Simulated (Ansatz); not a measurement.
CsPbCl3, space group Pm-3m, relaxations under a series of pressures

Computed with the Ansatz DFT code, driven from Python.

At the Python prompt:
```pycon
>>> from dataclasses import dataclass
>>> import ansatz
>>> import numpy as np
>>> import pandas as pd
>>> from pymatgen.core import Lattice, Structure
>>> from pymatgen.io.ase import AseAtomsAdaptor
>>> @dataclass
... class Settings:
...     filling: str = "fixed"
...     functional: str = "pbe"
...     kmesh: tuple[int, ...] = (4, 4, 4)
...     cutoff_ev: int = 420
...
>>> cfg = Settings()
>>> def edges_and_angles(cell):
...     cell = np.asarray(cell)
...     a, b, c = np.linalg.norm(cell, axis=1)
...     cosines = cell[1] @ cell[2] / (b * c), cell[0] @ cell[2] / (a * c), cell[0] @ cell[1] / (a * b)
...     return (a, b, c, *np.degrees(np.arccos(cosines)))
...
>>> pmg_structure = Structure(
...     Lattice([(5.605, 0.0, 0.0), (0.0, 5.605, 0.0), (0.0, 0.0, 5.605)]),
...     ["Cs", "Pb", "Cl", "Cl", "Cl"],
...     [
...         (0.0, 0.0, 0.0),
...         (0.5, 0.5, 0.5),
...         (0.5, 0.5, 0.0),
...         (0.0, 0.5, 0.5),
...         (0.5, 0.0, 0.5),
...     ],
... )
>>> structure = ansatz.Crystal.from_ase(AseAtomsAdaptor.get_atoms(pmg_structure))
>>> structure.resolved().sites[-1]
Site(symbol='Cl', position=(0.5, 0.0, 0.5), moment=None, axis=None, held=None, saved=None)
>>> job = (
...     structure.calculation()
...     .occupations(cfg.filling)
...     .functional(cfg.functional)
...     .kpoints(*cfg.kmesh)
...     .basis(cfg.cutoff_ev)
... )
>>> # H = F + PV, with 1 GPa A^3 = 1/160.21766 eV
>>> rows = []
>>> for pressure in [-2, 0, 2, 5, 10]:
...     done = job.relax(cell=True, pressure=pressure, force_tolerance=0.01).run()
...     cell = done.lattice.cell_ang
...     n_atoms = len(done.lattice.sites)
...     volume = abs(np.linalg.det(cell)) / n_atoms
...     enthalpy = done.report["free_energy_ev"] / n_atoms + pressure * volume / 160.21766
...     rows.append((pressure, volume, enthalpy, *edges_and_angles(cell)))
...     print(f"{pressure} GPa done: {volume:.4f} A^3/atom")
...
-2 GPa done: 42.6851 A^3/atom
0 GPa done: 37.8290 A^3/atom
2 GPa done: 35.0890 A^3/atom
5 GPa done: 32.2884 A^3/atom
10 GPa done: 29.3863 A^3/atom
>>> table = pd.DataFrame(rows, columns=["P_GPa", "V_A3_atom", "H_eV_atom", "a", "b", "c", "alpha", "beta", "gamma"])
>>> table.round(4)
   P_GPa  V_A3_atom  H_eV_atom       a       b       c  alpha  beta  gamma
0     -2    42.6851 -4165.1642  5.9761  5.9761  5.9761   90.0  90.0   90.0
1      0    37.8290 -4164.6651  5.7403  5.7403  5.7403   90.0  90.0   90.0
2      2    35.0890 -4164.2114  5.5982  5.5982  5.5982   90.0  90.0   90.0
3      5    32.2884 -4163.5825  5.4451  5.4451  5.4451   90.0  90.0   90.0
4     10    29.3863 -4162.6235  5.2768  5.2768  5.2768   90.0  90.0   90.0
>>> p, v = np.array([row[0] for row in rows], float), np.array([row[1] for row in rows])
>>> print("mean bulk modulus between rows (GPa):", np.round(-np.diff(p) / np.diff(np.log(v)), 1))
mean bulk modulus between rows (GPa): [16.6 26.6 36.1 53.1]
```

The volume falls from 42.69 Å³ an atom at -2 GPa to 29.39 at 10 GPa, by 31.2 %. Between -2 and 0 GPa, -V dP/dV is about 17 GPa, a mean over that step.

Reading the output:
- Total energies depend on the potentials; only differences at equal settings carry meaning.
- At a fixed pressure a relaxation lowers the enthalpy F + PV, while F alone can rise.
- Spin-orbit coupling, which matters for elements this heavy, is left out.
- The structure is a deposited one; some such entries were measured under pressure or heat, so a shift against it needn't be the functional's error alone.
- Symmetry holds the cell in this phase, whether or not it is the stable one at each pressure.
- Finished in 49 s on 1 thread of Arm Neoverse V2 (shared host), peak memory 0.59 GiB.
